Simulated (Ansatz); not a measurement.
# Cl3FH2Si (built from SMILES F[Si](Cl)(Cl)Cl.[H][H]): search for a transition state, part 1 of 2

Wanted: the transition state of a four-centre ligand exchange (form Si1–H7, F2–H6 and break Si1–F2, H6–H7). The guess is relaxed with those distances held, a saddle search follows, and vibrations and two downhill relaxations check it.

Computed with Ansatz 0.2.0, Gaussian basis. Level: PBE0-D4, def2-SVP first, then def2-TZVP.

152 further runs of the same task are left out: 152 set aside as unsound or not needed.

**1. Where the work starts**

The guess: 7 atoms, charge 0, spin multiplicity 1.

Atoms are counted from 1 here; the program's logs count them from 0.

Bond lengths: Si1–Cl3 2.043 Å, Si1–Cl4 1.985 Å, Si1–Cl5 1.984 Å. Angles: Cl3–Si1–Cl4 105.8°, Cl3–Si1–Cl5 105.9°, Cl4–Si1–Cl5 121.8°.

As a file:

```xyz
7
Cl3FH2Si
Si   -0.3649   -0.3969   -0.1393
F     0.1436    1.4286    1.0115
Cl    0.0203   -1.9154   -1.4500
Cl   -0.6237   -1.2617    1.6285
Cl   -1.7845    0.7036   -0.9826
H     1.2663    1.1167    0.2900
H     1.3429    0.3250   -0.3581
```

Distances that are to change: Si1–H7 1.87 Å, F2–H6 1.37 Å, Si1–F2 2.22 Å, H6–H7 1.03 Å.

**2. Relaxing the guess with the reacting distances held**

The input, hold/in.yaml:

```yaml
crystal:
  periodic: [false, false, false]
  atoms:
    - {symbol: Si, position_ang: [-0.364900, -0.396900, -0.139300]}
    - {symbol: F, position_ang: [0.143600, 1.428600, 1.011500]}
    - {symbol: Cl, position_ang: [0.020300, -1.915400, -1.450000]}
    - {symbol: Cl, position_ang: [-0.623700, -1.261700, 1.628500]}
    - {symbol: Cl, position_ang: [-1.784500, 0.703600, -0.982600]}
    - {symbol: H, position_ang: [1.266300, 1.116700, 0.290000]}
    - {symbol: H, position_ang: [1.342900, 0.325000, -0.358100]}
basis:
  gaussian: {orbitals: def2-SVP}
hamiltonian: {xc: pbe0, dispersion: d4}
relax: {f_tol: 0.04, max_steps: 150, escape_saddle: false, constraints: [{distance: [0, 6]}, {distance: [1, 5]}, {distance: [0, 1]}, {distance: [5, 6]}]}
```

Launch:

```bash
$ ansatz run in.yaml --threads 4 --pin off --events-out ev --progress --plain --max-ram 9574MiB
```

Output, cut to the lines that bear on the results:

```text
Functional definition: PBE0
  name "PBE0"
  cite "Adamo & Barone, J. Chem. Phys. 110, 6158 (1999) doi:10.1063/1.478522"
  cite "Perdew, Burke & Ernzerhof, Phys. Rev. Lett. 77, 3865 (1996) doi:10.1103/PhysRevLett.77.3865"
  parent pbe
[...]
940 factors; integrals over basis functions are off by at most 2.9e-4 eV
[...]
mean field -48161.93563635 eV, -1769.9184893034 hartree, gradient 2.3e-5 eV, S^2 0.000000; 0 other end points of the search recorded, 0 dependent functions left out
[...]
reference -48161.93565764 eV, -1769.9184900858 hartree; 38, 38 occupied and 58, 58 virtual orbitals, 940 factors
relax step   1: F+E_penalty+E_count = -48162.17268271 eV  Δ(F+E_penalty+E_count) = +0.000e0 eV  max|allowed force component| = 9.980e-1 eV/Å  Δτ_max = 0.0000 Å  (26 SCF iters, accepted)
[...]
relax step   3: F+E_penalty+E_count = -48162.50181078 eV  Δ(F+E_penalty+E_count) = -1.155e-2 eV  max|allowed force component| = 1.070e-1 eV/Å  Δτ_max = 0.0908 Å  (29 SCF iters, accepted)
[...]
relax step   4: F+E_penalty+E_count = -48162.50485131 eV  Δ(F+E_penalty+E_count) = -3.041e-3 eV  max|allowed force component| = 1.094e-2 eV/Å  Δτ_max = 0.0220 Å  (29 SCF iters, accepted)
  distance Si 0 - H 6 held at 1.866975 Å   reaction = +8.7962e-1 eV/Å
  distance F 1 - H 5 held at 1.370511 Å   reaction = +1.8999e0 eV/Å
  distance Si 0 - F 1 held at 2.217062 Å   reaction = +1.5835e0 eV/Å
  distance H 5 - H 6 held at 1.026007 Å   reaction = +1.0427e0 eV/Å
940 factors; integrals over basis functions are off by at most 5.9e-4 eV
mean field -48162.27946884 eV, -1769.9311249145 hartree, gradient 1.9e-5 eV, S^2 0.000000; 1 other end points of the search recorded, 0 dependent functions left out
[...]
reference -48162.27948944 eV, -1769.9311256715 hartree; 38, 38 occupied and 58, 58 virtual orbitals, 940 factors
Total energy: -48162.50487191 eV, -1769.9394083245 hartree
Atom 0 at    -0.324429    -0.320662    -0.097643 Å, force     1.170042     1.571136     0.665136 eV/Å
Atom 1 at     0.160158     1.505354     1.062617 Å, force     0.951779    -2.076456    -1.985770 eV/Å
Atom 2 at     0.125956    -1.824150    -1.430477 Å, force     0.006562    -0.007696    -0.008660 eV/Å
Atom 3 at    -0.653118    -1.270006     1.658267 Å, force    -0.010944     0.002985     0.001751 eV/Å
Atom 4 at    -1.823084     0.715333    -0.976955 Å, force    -0.008615    -0.001319     0.007457 eV/Å
Atom 5 at     1.094178     0.948090     0.228733 Å, force    -0.956736     0.063065     0.472123 eV/Å
Atom 6 at     1.420339     0.245942    -0.444541 Å, force    -1.152087     0.448285     0.847963 eV/Å
Dipole moment:     0.152668    -0.225373    -0.237461 e Å
```

It took 7.5 s on 4 threads of Oxide Virtual Turin-like, shared host.

Step by step:

```csv
step,energy from step 1 (eV),largest force component (eV/Å)
1,0.0000,0.9980
2,-0.3176,0.1944
3,-0.3291,0.1070
4,-0.3322,0.0109
```

Distances of close pairs at the start and the end, largest changes first:

```csv
bond,before (Å),after (Å),change (Å)
Si1–Cl5,1.984,2.023,+0.039
Si1–Cl4,1.985,2.023,+0.038
Si1–Cl3,2.043,2.059,+0.016
```

**3. Force constants to start from**

The input, hessian/in.yaml:

```yaml
crystal:
  periodic: [false, false, false]
  atoms:
    - {symbol: Si, position_ang: [-0.324429, -0.320662, -0.097643]}
    - {symbol: F, position_ang: [0.160158, 1.505354, 1.062617]}
    - {symbol: Cl, position_ang: [0.125956, -1.824150, -1.430477]}
    - {symbol: Cl, position_ang: [-0.653118, -1.270006, 1.658267]}
    - {symbol: Cl, position_ang: [-1.823084, 0.715333, -0.976955]}
    - {symbol: H, position_ang: [1.094178, 0.948090, 0.228733]}
    - {symbol: H, position_ang: [1.420339, 0.245942, -0.444541]}
basis:
  gaussian: {orbitals: def2-SVP}
hamiltonian: {xc: pbe0, dispersion: d4}
phonons: {}
scf: {lower_state_search: off}
```

Launch:

```bash
$ ansatz run in.yaml --threads 4 --pin off --events-out ev --progress --plain --max-ram 9574MiB
```

Output, cut to the lines that bear on the results:

```text
[... 5 set-up lines as earlier in the session ...]
[...]
943 factors; integrals over basis functions are off by at most 2.6e-4 eV
[...]
mean field -48162.27947983 eV, -1769.9311253183 hartree, gradient 6.3e-6 eV, S^2 0.000000; 0 other end points of the search recorded, 0 dependent functions left out
[...]
reference -48162.27950037 eV, -1769.9311260730 hartree; 38, 38 occupied and 58, 58 virtual orbitals, 943 factors
[... from here to the last solve, the lines of the solves are left out (41 solves) ...]
943 factors; integrals over basis functions are off by at most 2.6e-4 eV
mean field -48162.27725125 eV, -1769.9310434195 hartree, gradient 1.9e-6 eV, S^2 0.000000; 0 other end points of the search recorded, 0 dependent functions left out
[...]
WARN: phonons: modes at or below zero, which the zero-point energy, F, S and C_V leave out: 1, the lowest at -1397.16 cm⁻¹. A minimum has none, and a first-order saddle one
[...]
Total energy: -48162.50488280 eV, -1769.9394087247 hartree
Atom 0 at    -0.324429    -0.320662    -0.097643 Å, force     1.170054     1.571153     0.665130 eV/Å
Atom 1 at     0.160158     1.505354     1.062617 Å, force     0.951763    -2.076465    -1.985765 eV/Å
Atom 2 at     0.125956    -1.824150    -1.430477 Å, force     0.006534    -0.007703    -0.008649 eV/Å
Atom 3 at    -0.653118    -1.270006     1.658267 Å, force    -0.010930     0.003003     0.001724 eV/Å
Atom 4 at    -1.823084     0.715333    -0.976955 Å, force    -0.008579    -0.001334     0.007471 eV/Å
Atom 5 at     1.094178     0.948090     0.228733 Å, force    -0.956774     0.063073     0.472149 eV/Å
Atom 6 at     1.420339     0.245942    -0.444541 Å, force    -1.152067     0.448273     0.847940 eV/Å
Dipole moment:     0.152668    -0.225371    -0.237459 e Å
Vibrations: -1397.16 129.95 184.42 226.44 234.90 272.40 288.68 482.17 545.48 605.13 698.00 907.64 1279.21 1556.67 1769.50 cm⁻¹, zero-point energy 0.569125 eV
Checks for a lower state left out: stability, starts, cluster_reference, orbital_swaps, neighbouring_geometries, increment
```

Wall time 36 s (4 threads of Oxide Virtual Turin-like, shared host).

The structure is not stationary yet, so these wavenumbers are no spectrum; the search needs only the force constants.

**4. Saddle search in the small basis**

A small driver takes partitioned rational-function steps: uphill along one mode, downhill along the rest. It calls the program once a step for energy and forces and updates the Hessian by Bofill's formula. It stops when the largest force is under 0.04 eV/Å and the followed curvature is negative. The first step's input:

The input, presaddle/in.yaml:

```yaml
crystal:
  periodic: [false, false, false]
  atoms:
    - {symbol: Si, position_ang: [-0.324429, -0.320662, -0.097643]}
    - {symbol: F, position_ang: [0.160158, 1.505354, 1.062617]}
    - {symbol: Cl, position_ang: [0.125956, -1.824150, -1.430477]}
    - {symbol: Cl, position_ang: [-0.653118, -1.270006, 1.658267]}
    - {symbol: Cl, position_ang: [-1.823084, 0.715333, -0.976955]}
    - {symbol: H, position_ang: [1.094178, 0.948090, 0.228733]}
    - {symbol: H, position_ang: [1.420339, 0.245942, -0.444541]}
basis:
  gaussian: {orbitals: def2-SVP}
hamiltonian: {xc: pbe0, dispersion: d4}
output: {forces: true}
scf: {lower_state_search: off}
```

Launch:

```bash
$ ansatz run in.yaml --threads 4 --pin off --events-out ev --progress --plain --max-ram 9574MiB
```

The driver's record:

```csv
step,energy (eV),largest force (eV/Å),followed curvature (eV/Å²)
1,-48162.50485,2.0764,-14.11
2,-48163.06999,1.1030,-14.05
3,-48163.01171,2.0413,-14.05
4,-48163.18622,0.3941,-14.05
5,-48163.19359,0.0809,-14.07
6,-48163.19411,0.0357,-14.11
```

The 6 steps took 6 s in all (4 threads of Oxide Virtual Turin-like, shared host).

**5. Saddle search in triple zeta**

A small driver takes partitioned rational-function steps: uphill along one mode, downhill along the rest. It calls the program once a step for energy and forces and updates the Hessian by Bofill's formula. It stops when the largest force is under 0.01 eV/Å and the followed curvature is negative. The first step's input:

The input, saddle/in.yaml:

```yaml
crystal:
  periodic: [false, false, false]
  atoms:
    - {symbol: Si, position_ang: [-0.248536, -0.221843, -0.056853]}
    - {symbol: F, position_ang: [0.166960, 1.324748, 0.923759]}
    - {symbol: Cl, position_ang: [0.145147, -1.765431, -1.394623]}
    - {symbol: Cl, position_ang: [-0.644340, -1.252098, 1.661153]}
    - {symbol: Cl, position_ang: [-1.810838, 0.727551, -0.966537]}
    - {symbol: H, position_ang: [1.070514, 0.946162, 0.237796]}
    - {symbol: H, position_ang: [1.321094, 0.240810, -0.404696]}
basis:
  gaussian: {orbitals: def2-TZVP}
hamiltonian: {xc: pbe0, dispersion: d4}
output: {forces: true}
scf: {lower_state_search: off}
```

Launch:

```bash
$ ansatz run in.yaml --threads 4 --pin off --events-out ev --progress --plain --max-ram 9574MiB
```

Step by step:

```csv
step,energy (eV),largest force (eV/Å),followed curvature (eV/Å²)
1,-48182.51816,0.2712,-14.11
2,-48182.52329,0.0469,-13.54
3,-48182.52362,0.0205,-12.85
4,-48182.52364,0.0074,-13.55
```

The 4 steps took 8.7 s in all (4 threads of Oxide Virtual Turin-like, shared host).

The point found:

```csv
atom,x (Å),y (Å),z (Å)
Si1,-0.2483,-0.2265,-0.0605
F2,0.1675,1.3294,0.9272
Cl3,0.1393,-1.7654,-1.3919
Cl4,-0.6300,-1.2434,1.6495
Cl5,-1.7904,0.7262,-0.9649
H6,1.0544,0.9440,0.2432
H7,1.3075,0.2356,-0.4028
```

Followed mode, largest move set to 1: H6 (-0.54, 0.54, 0.65); F2 (0.61, 0.29, -0.06); Si1 (0.18, -0.40, -0.38); Cl3 (-0.05, -0.32, -0.22).

**6. Vibrations at the point found**

The input, vib/in.yaml:

```yaml
crystal:
  periodic: [false, false, false]
  atoms:
    - {symbol: Si, position_ang: [-0.248252, -0.226533, -0.060478]}
    - {symbol: F, position_ang: [0.167483, 1.329435, 0.927230]}
    - {symbol: Cl, position_ang: [0.139259, -1.765416, -1.391891]}
    - {symbol: Cl, position_ang: [-0.629972, -1.243439, 1.649537]}
    - {symbol: Cl, position_ang: [-1.790435, 0.726219, -0.964860]}
    - {symbol: H, position_ang: [1.054448, 0.944031, 0.243231]}
    - {symbol: H, position_ang: [1.307469, 0.235602, -0.402769]}
basis:
  gaussian: {orbitals: def2-TZVP}
hamiltonian: {xc: pbe0, dispersion: d4}
phonons: {temperatures: {t_min: 298.15, t_max: 900, t_step: 200}}
```

Launch:

```bash
$ ansatz run in.yaml --threads 4 --pin off --events-out ev --progress --plain --max-ram 9574MiB
```

Output, cut to the lines that bear on the results:

```text
[... 5 set-up lines as earlier in the session ...]
[...]
1316 factors; their error is unknown
[...]
mean field -48182.31310915 eV, -1770.6673476164 hartree, gradient 3.5e-5 eV, S^2 0.000000; 0 other end points of the search recorded, 0 dependent functions left out
[...]
reference -48182.31313702 eV, -1770.6673486407 hartree; 38, 38 occupied and 153, 153 virtual orbitals, 1316 factors
[... from here to the last solve, the lines of the solves are left out (41 solves) ...]
1316 factors; their error is unknown
mean field -48182.31307965 eV, -1770.6673465325 hartree, gradient 1.5e-6 eV, S^2 0.000000; 0 other end points of the search recorded, 0 dependent functions left out
[...]
reference -48182.31310753 eV, -1770.6673475568 hartree; 38, 38 occupied and 153, 153 virtual orbitals, 1316 factors
WARN: phonons: modes at or below zero, which the zero-point energy, F, S and C_V leave out: 1, the lowest at -1091.37 cm⁻¹. A minimum has none, and a first-order saddle one
Total energy: -48182.52363754 eV, -1770.6750843920 hartree
Atom 0 at    -0.248252    -0.226533    -0.060478 Å, force    -0.007444    -0.004392    -0.000012 eV/Å
Atom 1 at     0.167483     1.329435     0.927230 Å, force     0.004217    -0.003715    -0.004703 eV/Å
Atom 2 at     0.139259    -1.765416    -1.391891 Å, force     0.001163     0.001824     0.000877 eV/Å
Atom 3 at    -0.629972    -1.243439     1.649537 Å, force     0.000665     0.002603    -0.001132 eV/Å
Atom 4 at    -1.790435     0.726219    -0.964860 Å, force     0.002107     0.000234     0.002071 eV/Å
Atom 5 at     1.054448     0.944031     0.243231 Å, force    -0.003527    -0.000422     0.001260 eV/Å
Atom 6 at     1.307469     0.235602    -0.402769 Å, force     0.002819     0.003868     0.001639 eV/Å
Dipole moment:     0.278711     0.142390    -0.016423 e Å
Vibrations: -1091.37 113.31 125.88 216.02 246.17 307.93 334.03 457.98 495.32 644.38 721.55 1116.52 1201.02 1891.09 2069.77 cm⁻¹, zero-point energy 0.616263 eV
```

Run time: 85 s. Hardware: 4 threads of Oxide Virtual Turin-like, shared host; peak memory 0.61 GiB.

Wavenumbers and character of the modes:

```csv
mode,wavenumber (cm⁻¹),character
1,1091i,"changes Si1–H7, F2–H6, H6–H7"
2,113,bend
3,126,bend
4,216,bend
5,246,bend
6,308,bend
7,334,bend
8,458,Si–Cl stretch
9,495,Si–Cl stretch
10,644,Si–Cl stretch
11,722,Si–F and Si–H stretch
12,1117,"not assigned (largely outside the bonds, angles and torsions drawn)"
13,1201,bend with Si–H stretch
14,1891,"not assigned (largely outside the bonds, angles and torsions drawn)"
15,2070,"not assigned (largely outside the bonds, angles and torsions drawn)"
```

Vibrational sums (real modes only):

```csv
T (K),entropy (J/mol/K),heat capacity (J/mol/K)
298,61.9,65.0
498,100.0,83.2
698,129.9,93.8
898,154.4,100.4
```

(Continued in part 2 of 2.)
